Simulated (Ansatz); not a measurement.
# CH9Al2GeN: two geometries relaxed

Aim: relax the geometries before and after the inversion of the pyramid at N1, and see whether they are two minima and how far apart in energy. SMILES of the start: [NH2][GeH]([AlH2])[CH2][AlH2].

Method: RKS PBE/def2-SVP, in Ansatz 0.2.0.

## (1) The system as given

Bond lengths: N1–Ge2 1.806 Å, Ge2–Al3 2.412 Å, Ge2–C4 1.940 Å, C4–Al5 1.965 Å, N1–H6 1.078 Å, N1–H7 1.050 Å, Ge2–H8 1.517 Å, Al3–H9 1.658 Å, Al3–H10 1.598 Å, C4–H11 1.098 Å, C4–H12 1.157 Å, Al5–H13 1.556 Å, Al5–H14 1.579 Å. Angles (14 of 21 angles, heavy atoms first): N1–Ge2–Al3 108.7°, N1–Ge2–C4 110.6°, Al3–Ge2–C4 108.8°, Ge2–C4–Al5 113.2°, N1–Ge2–H8 110.3°, Al3–Ge2–H8 107.3°, C4–Ge2–H8 111.1°, Ge2–N1–H6 109.6°, Ge2–N1–H7 110.7°, Ge2–Al3–H9 120.9°, Ge2–Al3–H10 121.7°, Ge2–C4–H11 109.5°, Ge2–C4–H12 105.6°, Al5–C4–H11 114.1°.

Coordinates:

```xyz
14

N    -1.2529    1.6542    0.1648
Ge   -0.6056    0.1547    0.9352
Al    1.6354    0.5921    1.7136
C    -0.5483   -1.3017   -0.3458
Al    0.4223   -0.8455   -1.9923
H    -2.1918    1.4362   -0.3177
H    -0.6115    1.9871   -0.5975
H    -1.4396   -0.2159    2.1464
H     2.0196    0.4603    3.3212
H     2.8064    1.0073    0.7084
H    -0.1867   -2.2122    0.1493
H    -1.6515   -1.5224   -0.6149
H     1.9165   -0.4307   -1.8601
H    -0.3253   -0.7928   -3.3818
```

## (2) End point A

Contents of input.yaml:

```yaml
crystal:
  periodic: [false, false, false]
  atoms:
    - { symbol: "N", position_ang: [-1.2529, 1.6542, 0.1648] }
    - { symbol: Ge, position_ang: [-0.6056, 0.1547, 0.9352] }
    - { symbol: Al, position_ang: [1.6354, 0.5921, 1.7136] }
    - { symbol: C, position_ang: [-0.5483, -1.3017, -0.3458] }
    - { symbol: Al, position_ang: [0.4223, -0.8455, -1.9923] }
    - { symbol: H, position_ang: [-2.1918, 1.4362, -0.3177] }
    - { symbol: H, position_ang: [-0.6115, 1.9871, -0.5975] }
    - { symbol: H, position_ang: [-1.4396, -0.2159, 2.1464] }
    - { symbol: H, position_ang: [2.0196, 0.4603, 3.3212] }
    - { symbol: H, position_ang: [2.8064, 1.0073, 0.7084] }
    - { symbol: H, position_ang: [-0.1867, -2.2122, 0.1493] }
    - { symbol: H, position_ang: [-1.6515, -1.5224, -0.6149] }
    - { symbol: H, position_ang: [1.9165, -0.4307, -1.8601] }
    - { symbol: H, position_ang: [-0.3253, -0.7928, -3.3818] }
basis:
  gaussian: { orbitals: def2-SVP }
hamiltonian:
  xc: pbe
relax:
  f_tol: 0.015
  max_steps: 40
output:
  orbitals: {}
```

On the command line:

```sh
> ansatz run input.yaml --threads 2 --pin off --max-ram 3072MiB --backend cpu --events-out ev --progress --plain --runs-dir out
```

Output (excerpt; [...] marks lines left out):

```text
Warning: RAYON_NUM_THREADS=2 ignored (pool sized by the plan → 2); use --threads N
[...]
Functional definition: PBE
[...]
1589 factors; their error is unknown
[...]
mean field -72351.72734455 eV, -2658.8769381501 hartree, gradient 8.0e-5 eV, S^2 0.000000; 0 other end points of the search recorded, 0 dependent functions left out
[...]
reference -72351.72739847 eV, -2658.8769401316 hartree; 40, 40 occupied and 101, 101 virtual orbitals, 1589 factors
relax step   1: F+E_penalty+E_count = -72351.72734455 eV  Δ(F+E_penalty+E_count) = +0.000e0 eV  max|allowed force component| = 2.108e0 eV/Å  Δτ_max = 0.0000 Å  (28 SCF iters, accepted)
[...]
relax step   6: F+E_penalty+E_count = -72352.18630438 eV  Δ(F+E_penalty+E_count) = -2.394e-2 eV  max|allowed force component| = 2.770e-1 eV/Å  Δτ_max = 0.1952 Å  (30 SCF iters, accepted)
[...]
relax step  11: F+E_penalty+E_count = -72353.14013345 eV  Δ(F+E_penalty+E_count) = -2.639e-1 eV  max|allowed force component| = 1.952e0 eV/Å  Δτ_max = 0.1952 Å  (34 SCF iters, accepted)
[...]
relax step  16: F+E_penalty+E_count = -72353.27262290 eV  Δ(F+E_penalty+E_count) = -2.406e-3 eV  max|allowed force component| = 7.550e-2 eV/Å  Δτ_max = 0.0446 Å  (30 SCF iters, accepted)
[...]
relax step  20: F+E_penalty+E_count = -72353.27538977 eV  Δ(F+E_penalty+E_count) = -7.500e-4 eV  max|allowed force component| = 5.976e-2 eV/Å  Δτ_max = 0.0709 Å  (29 SCF iters, accepted)
relax step  21: F+E_penalty+E_count = -72353.27682342 eV  Δ(F+E_penalty+E_count) = -1.434e-3 eV  max|allowed force component| = 6.255e-2 eV/Å  Δτ_max = 0.0656 Å  (30 SCF iters, accepted)
```

## (3) The output, continued: end point A relaxed

The log, continued:

```text
relax step  22: F+E_penalty+E_count = -72353.28404685 eV  Δ(F+E_penalty+E_count) = -7.223e-3 eV  max|allowed force component| = 1.180e-1 eV/Å  Δτ_max = 0.1956 Å  (29 SCF iters, accepted)
relax step  23: F+E_penalty+E_count = -72353.29633140 eV  Δ(F+E_penalty+E_count) = -1.228e-2 eV  max|allowed force component| = 1.985e-1 eV/Å  Δτ_max = 0.1954 Å  (28 SCF iters, accepted)
relax step  24: F+E_penalty+E_count = -72353.32878352 eV  Δ(F+E_penalty+E_count) = -3.245e-2 eV  max|allowed force component| = 2.204e-1 eV/Å  Δτ_max = 0.1950 Å  (29 SCF iters, accepted)
relax step  25: F+E_penalty+E_count = -72353.40107854 eV  Δ(F+E_penalty+E_count) = -7.230e-2 eV  max|allowed force component| = 2.120e-1 eV/Å  Δτ_max = 0.1958 Å  (29 SCF iters, accepted)
relax step  26: F+E_penalty+E_count = -72353.52902743 eV  Δ(F+E_penalty+E_count) = -1.279e-1 eV  max|allowed force component| = 3.618e-1 eV/Å  Δτ_max = 0.1950 Å  (28 SCF iters, accepted)
[...]
relax step  27: F+E_penalty+E_count = -72353.71626821 eV  Δ(F+E_penalty+E_count) = -1.872e-1 eV  max|allowed force component| = 4.235e-1 eV/Å  Δτ_max = 0.1966 Å  (29 SCF iters, accepted)
these checks for a lower state are left out or cut short: starts, cluster_reference, orbital_swaps, neighbouring_geometries, increment
1589 factors; their error is unknown
mean field -72353.94207681 eV, -2658.9583280592 hartree, gradient 8.6e-6 eV, S^2 0.000000; 0 other end points of the search recorded, 0 dependent functions left out
the calculation of the forces begins
reference -72353.94212759 eV, -2658.9583299256 hartree; 40, 40 occupied and 101, 101 virtual orbitals, 1589 factors
relax step  28: F+E_penalty+E_count = -72353.94207681 eV  Δ(F+E_penalty+E_count) = -2.258e-1 eV  max|allowed force component| = 4.755e-1 eV/Å  Δτ_max = 0.1990 Å  (29 SCF iters, accepted)
these checks for a lower state are left out or cut short: starts, cluster_reference, orbital_swaps, neighbouring_geometries, increment
1589 factors; their error is unknown
mean field -72354.03192003 eV, -2658.9616297369 hartree, gradient 7.7e-6 eV, S^2 0.000000; 0 other end points of the search recorded, 0 dependent functions left out
the calculation of the forces begins
reference -72354.03197050 eV, -2658.9616315917 hartree; 40, 40 occupied and 101, 101 virtual orbitals, 1589 factors
relax step  29: F+E_penalty+E_count = -72354.03192003 eV  Δ(F+E_penalty+E_count) = -8.984e-2 eV  max|allowed force component| = 1.602e-1 eV/Å  Δτ_max = 0.1981 Å  (30 SCF iters, accepted)
these checks for a lower state are left out or cut short: starts, cluster_reference, orbital_swaps, neighbouring_geometries, increment
1589 factors; their error is unknown
mean field evaluation 224: about -72354.0383 eV, gradient 2.5e-5 eV
mean field -72354.03830570 eV, -2658.9618644057 hartree, gradient 2.5e-5 eV, S^2 0.000000; 0 other end points of the search recorded, 0 dependent functions left out
the calculation of the forces begins
reference -72354.03835616 eV, -2658.9618662604 hartree; 40, 40 occupied and 101, 101 virtual orbitals, 1589 factors
relax step  30: F+E_penalty+E_count = -72354.03830570 eV  Δ(F+E_penalty+E_count) = -6.386e-3 eV  max|allowed force component| = 1.698e-1 eV/Å  Δτ_max = 0.1583 Å  (29 SCF iters, accepted)
these checks for a lower state are left out or cut short: starts, cluster_reference, orbital_swaps, neighbouring_geometries, increment
1589 factors; their error is unknown
mean field -72354.04557872 eV, -2658.9621316844 hartree, gradient 2.4e-5 eV, S^2 0.000000; 0 other end points of the search recorded, 0 dependent functions left out
the calculation of the forces begins
reference -72354.04562917 eV, -2658.9621335386 hartree; 40, 40 occupied and 101, 101 virtual orbitals, 1589 factors
relax step  31: F+E_penalty+E_count = -72354.04557872 eV  Δ(F+E_penalty+E_count) = -7.273e-3 eV  max|allowed force component| = 1.143e-1 eV/Å  Δτ_max = 0.0806 Å  (29 SCF iters, accepted)
these checks for a lower state are left out or cut short: starts, cluster_reference, orbital_swaps, neighbouring_geometries, increment
1589 factors; their error is unknown
mean field -72354.04854598 eV, -2658.9622407291 hartree, gradient 2.5e-5 eV, S^2 0.000000; 0 other end points of the search recorded, 0 dependent functions left out
the calculation of the forces begins
reference -72354.04859644 eV, -2658.9622425837 hartree; 40, 40 occupied and 101, 101 virtual orbitals, 1589 factors
relax step  32: F+E_penalty+E_count = -72354.04854598 eV  Δ(F+E_penalty+E_count) = -2.967e-3 eV  max|allowed force component| = 3.517e-2 eV/Å  Δτ_max = 0.0303 Å  (30 SCF iters, accepted)
these checks for a lower state are left out or cut short: starts, cluster_reference, orbital_swaps, neighbouring_geometries, increment
1589 factors; their error is unknown
mean field -72354.04901332 eV, -2658.9622579038 hartree, gradient 2.5e-5 eV, S^2 0.000000; 0 other end points of the search recorded, 0 dependent functions left out
the calculation of the forces begins
reference -72354.04906379 eV, -2658.9622597583 hartree; 40, 40 occupied and 101, 101 virtual orbitals, 1589 factors
relax step  33: F+E_penalty+E_count = -72354.04901332 eV  Δ(F+E_penalty+E_count) = -4.673e-4 eV  max|allowed force component| = 1.217e-2 eV/Å  Δτ_max = 0.0103 Å  (31 SCF iters, accepted)
1589 factors; their error is unknown
mean field evaluation 256: about -72354.1372 eV, gradient 7.9e-2 eV
mean field -72354.04901332 eV, -2658.9622579038 hartree, gradient 2.4e-5 eV, S^2 0.000000; 1 other end points of the search recorded, 0 dependent functions left out
the calculation of the forces begins
reference -72354.04906379 eV, -2658.9622597583 hartree; 40, 40 occupied and 101, 101 virtual orbitals, 1589 factors
Total energy: -72354.04906379 eV, -2658.9622597583 hartree
Atom 0 at    -0.881440     1.116093    -0.598170 Å, force     0.012175     0.009512    -0.008588 eV/Å
Atom 1 at    -0.714973     0.025773     1.147297 Å, force    -0.000927    -0.010515     0.003131 eV/Å
Atom 2 at     1.756289     0.489414     1.125996 Å, force     0.002059    -0.002137    -0.006403 eV/Å
Atom 3 at    -0.783247    -1.570422    -0.044998 Å, force     0.006917    -0.007085     0.004103 eV/Å
Atom 4 at     0.145449    -0.411644    -1.377890 Å, force    -0.004723     0.007499     0.007170 eV/Å
Atom 5 at    -1.857716     1.207801    -0.915910 Å, force     0.001471    -0.004730     0.000122 eV/Å
Atom 6 at    -0.487947     2.067904    -0.564074 Å, force    -0.005935    -0.000863     0.000245 eV/Å
Atom 7 at    -2.024717     0.373136     1.925982 Å, force    -0.001620     0.002246    -0.001367 eV/Å
Atom 8 at     2.715484    -0.601743     1.798083 Å, force     0.006476     0.001289     0.005909 eV/Å
Atom 9 at     2.109681     2.055247     1.018909 Å, force    -0.004309    -0.001714    -0.000172 eV/Å
Atom 10 at    -0.234251    -2.438647     0.371801 Å, force    -0.006649     0.002533    -0.002919 eV/Å
Atom 11 at    -1.812689    -1.890536    -0.312168 Å, force    -0.001487     0.003530     0.000531 eV/Å
Atom 12 at     1.646011     0.004241    -0.593113 Å, force    -0.003592     0.000804    -0.002443 eV/Å
Atom 13 at     0.411066    -0.455917    -2.952945 Å, force     0.000144    -0.000370     0.000680 eV/Å
Dipole moment:    -0.638965     0.245444    -0.120436 e Å
```

Wall time 83 s (2 threads of AMD EPYC 9R14 (Zen 4), shared host); peak memory 0.23 GiB.

Step by step, one in 2:

```tsv
step	energy from step 1 (eV)	largest force component (eV/Å)
1	0.0000	2.1078
3	-0.3779	0.5025
5	-0.4350	0.2183
7	-0.5116	0.3175
9	-0.8102	0.9998
11	-1.4128	1.9516
13	-1.5316	0.1398
15	-1.5429	0.1349
17x	-1.5443	0.1713
19	-1.5473	0.0414
21	-1.5495	0.0625
23	-1.5690	0.1985
25	-1.6737	0.2120
27	-1.9889	0.4235
29	-2.3046	0.1602
31	-2.3182	0.1143
33	-2.3217	0.0122
```

Step 1 is the start. 1 step was tried and not accepted (marked x).

After: Bond lengths (14 of 15 bonds, heavy atoms first): N1–Ge2 2.065 Å, Ge2–Al3 2.514 Å, Ge2–C4 1.994 Å, N1–Al5 1.999 Å, C4–Al5 1.995 Å, N1–H6 1.031 Å, N1–H7 1.031 Å, Ge2–H8 1.563 Å, Al3–H9 1.601 Å, Al3–H10 1.609 Å, C4–H11 1.109 Å, C4–H12 1.111 Å, Al3–H13 1.790 Å, Al5–H13 1.744 Å. Angles (14 of 31 angles, heavy atoms first): N1–Ge2–Al3 88.6°, N1–Ge2–C4 85.1°, Al3–Ge2–C4 100.2°, Ge2–N1–Al5 83.4°, Ge2–C4–Al5 85.3°, N1–Al5–C4 86.8°, N1–Ge2–H8 103.7°, Al3–Ge2–H8 141.9°, C4–Ge2–H8 116.6°, Ge2–N1–H6 112.6°, Ge2–N1–H7 115.4°, Al5–N1–H6 115.7°, Al5–N1–H7 121.5°, Ge2–Al3–H9 117.4°.

Pairs that crossed the distance rule for bonds on the way: came closer N1–Al5, Ge2–Al5, Al3–H13.

## (4) End point B

The second end starts from a geometry with the move made by hand.

Changes to input.yaml since step 2:

```diff
@@ -8,4 +8,4 @@
     - { symbol: Al, position_ang: [0.4223, -0.8455, -1.9923] }
-    - { symbol: H, position_ang: [-2.1918, 1.4362, -0.3177] }
-    - { symbol: H, position_ang: [-0.6115, 1.9871, -0.5975] }
+    - { symbol: H, position_ang: [-2.15502, 1.95937, 0.66969] }
+    - { symbol: H, position_ang: [-0.57884, 2.45162, 0.2792] }
     - { symbol: H, position_ang: [-1.4396, -0.2159, 2.1464] }
@@ -24,3 +24 @@
   max_steps: 40
-output:
-  orbitals: {}
```

On the command line:

```sh
> ansatz run input.yaml --threads 2 --pin off --max-ram 3072MiB --backend cpu --events-out ev --progress --plain --runs-dir out
```

Output (excerpt; [...] marks lines left out):

```text
Warning: RAYON_NUM_THREADS=2 ignored (pool sized by the plan → 2); use --threads N
[...]
Functional definition: PBE
[...]
1589 factors; their error is unknown
[...]
mean field -72351.74390805 eV, -2658.8775468475 hartree, gradient 2.3e-5 eV, S^2 0.000000; 0 other end points of the search recorded, 0 dependent functions left out
[...]
reference -72351.74396269 eV, -2658.8775488553 hartree; 40, 40 occupied and 101, 101 virtual orbitals, 1589 factors
relax step   1: F+E_penalty+E_count = -72351.74390805 eV  Δ(F+E_penalty+E_count) = +0.000e0 eV  max|allowed force component| = 2.595e0 eV/Å  Δτ_max = 0.0000 Å  (30 SCF iters, accepted)
[...]
relax step   5: F+E_penalty+E_count = -72352.39593470 eV  Δ(F+E_penalty+E_count) = -1.113e-1 eV  max|allowed force component| = 4.954e-1 eV/Å  Δτ_max = 0.1904 Å  (29 SCF iters, accepted)
[...]
relax step   9: F+E_penalty+E_count = -72353.11342470 eV  Δ(F+E_penalty+E_count) = -2.526e-2 eV  max|allowed force component| = 1.116e0 eV/Å  Δτ_max = 0.1945 Å  (30 SCF iters, accepted)
[...]
relax step  13: F+E_penalty+E_count = -72353.27343047 eV  Δ(F+E_penalty+E_count) = -2.329e-2 eV  max|allowed force component| = 1.031e-1 eV/Å  Δτ_max = 0.2000 Å  (29 SCF iters, accepted)
[...]
relax step  15: F+E_penalty+E_count = -72353.30786611 eV  Δ(F+E_penalty+E_count) = -1.847e-2 eV  max|allowed force component| = 1.557e-1 eV/Å  Δτ_max = 0.1921 Å  (29 SCF iters, accepted)
[...]
relax step  16: F+E_penalty+E_count = -72353.33869003 eV  Δ(F+E_penalty+E_count) = -3.082e-2 eV  max|allowed force component| = 1.640e-1 eV/Å  Δτ_max = 0.1951 Å  (29 SCF iters, accepted)
```

## (5) More of the same log: end point B relaxed

The log, continued (excerpt; [...] marks lines left out):

```text
[...]
1589 factors; their error is unknown
[...]
mean field -72353.39812206 eV, -2658.9383380909 hartree, gradient 1.1e-5 eV, S^2 0.000000; 0 other end points of the search recorded, 0 dependent functions left out
[...]
reference -72353.39817419 eV, -2658.9383400066 hartree; 40, 40 occupied and 101, 101 virtual orbitals, 1589 factors
relax step  17: F+E_penalty+E_count = -72353.39812206 eV  Δ(F+E_penalty+E_count) = -5.943e-2 eV  max|allowed force component| = 2.008e-1 eV/Å  Δτ_max = 0.1951 Å  (29 SCF iters, accepted)
[...]
relax step  19: F+E_penalty+E_count = -72353.71058727 eV  Δ(F+E_penalty+E_count) = -1.934e-1 eV  max|allowed force component| = 3.707e-1 eV/Å  Δτ_max = 0.1974 Å  (27 SCF iters, accepted)
[...]
Atom 4 at     0.077828    -0.251289    -1.273863 Å, force    -0.001915     0.000313     0.001691 eV/Å
Atom 5 at    -1.854302     1.380279    -0.607049 Å, force    -0.000700    -0.003845    -0.000451 eV/Å
Atom 6 at    -0.446321     2.178483    -0.259462 Å, force    -0.002862    -0.001728    -0.000426 eV/Å
Atom 7 at    -1.920894     0.350446     2.170730 Å, force     0.000099    -0.000065     0.001535 eV/Å
Atom 8 at     2.803290    -0.684110     1.769544 Å, force     0.001157     0.000174    -0.000579 eV/Å
Atom 9 at     2.178242     2.015575     1.173645 Å, force     0.002373     0.000301    -0.000622 eV/Å
Atom 10 at    -0.281831    -2.389573     0.343386 Å, force    -0.004251     0.001855    -0.001519 eV/Å
Atom 11 at    -1.872431    -1.751931    -0.224467 Å, force    -0.003235     0.000939    -0.001218 eV/Å
Atom 12 at     1.622625     0.068589    -0.532103 Å, force     0.005099    -0.000214     0.002113 eV/Å
Atom 13 at     0.275070    -0.191637    -2.858258 Å, force    -0.001263    -0.000068    -0.001967 eV/Å
Dipole moment:    -0.633730     0.260451    -0.071518 e Å
```

Wall time 68 s (2 threads of AMD EPYC 9R14 (Zen 4), shared host); peak memory 0.23 GiB.

Relaxation path:

```tsv
step	energy from step 1 (eV)	largest force component (eV/Å)
1	0.0000	2.5951
2	-0.3676	1.2392
3	-0.4581	0.4289
4	-0.5408	0.4740
5	-0.6520	0.4954
6	-0.8255	0.4647
7	-1.1030	0.5476
8	-1.3443	0.5806
9	-1.3695	1.1162
10	-1.4739	0.2424
11	-1.5006	0.1342
12	-1.5062	0.3456
13	-1.5295	0.1031
14	-1.5455	0.0774
15	-1.5640	0.1557
16	-1.5948	0.1640
17	-1.6542	0.2008
18	-1.7733	0.2577
19	-1.9667	0.3707
20	-2.1923	0.4332
21	-2.2854	0.1334
22x	-2.2813	0.2383
23	-2.3016	0.0600
24	-2.3046	0.0318
25	-2.3052	0.0152
26	-2.3053	0.0066
```

Step 1 is the start. 1 step was tried and not accepted (marked x).

After: Bond lengths (14 of 15 bonds, heavy atoms first): N1–Ge2 2.067 Å, Ge2–Al3 2.515 Å, Ge2–C4 1.993 Å, N1–Al5 1.997 Å, C4–Al5 1.996 Å, N1–H6 1.031 Å, N1–H7 1.031 Å, Ge2–H8 1.563 Å, Al3–H9 1.601 Å, Al3–H10 1.609 Å, C4–H11 1.108 Å, C4–H12 1.111 Å, Al3–H13 1.789 Å, Al5–H13 1.743 Å. Angles (14 of 31 angles, heavy atoms first): N1–Ge2–Al3 88.1°, N1–Ge2–C4 85.1°, Al3–Ge2–C4 100.5°, Ge2–N1–Al5 83.4°, Ge2–C4–Al5 85.3°, N1–Al5–C4 86.9°, N1–Ge2–H8 103.5°, Al3–Ge2–H8 141.8°, C4–Ge2–H8 116.5°, Ge2–N1–H6 112.5°, Ge2–N1–H7 115.4°, Al5–N1–H6 115.7°, Al5–N1–H7 121.6°, Ge2–Al3–H9 118.0°.

Pairs that crossed the distance rule for bonds on the way: came closer N1–Al5, Ge2–Al5, Al3–H13.

## (6) What came out

```
                           quantity                     value
                              end A  31 moves, 2.322 eV lower
                              end B  24 moves, 2.305 eV lower
largest difference between the ends                    0.03 Å
            end B relative to end A                 -0.000 eV
```

**Reading.** The two relaxations end at one structure, within 0.03 Å: no second minimum was found from this start, which doesn't rule one out.
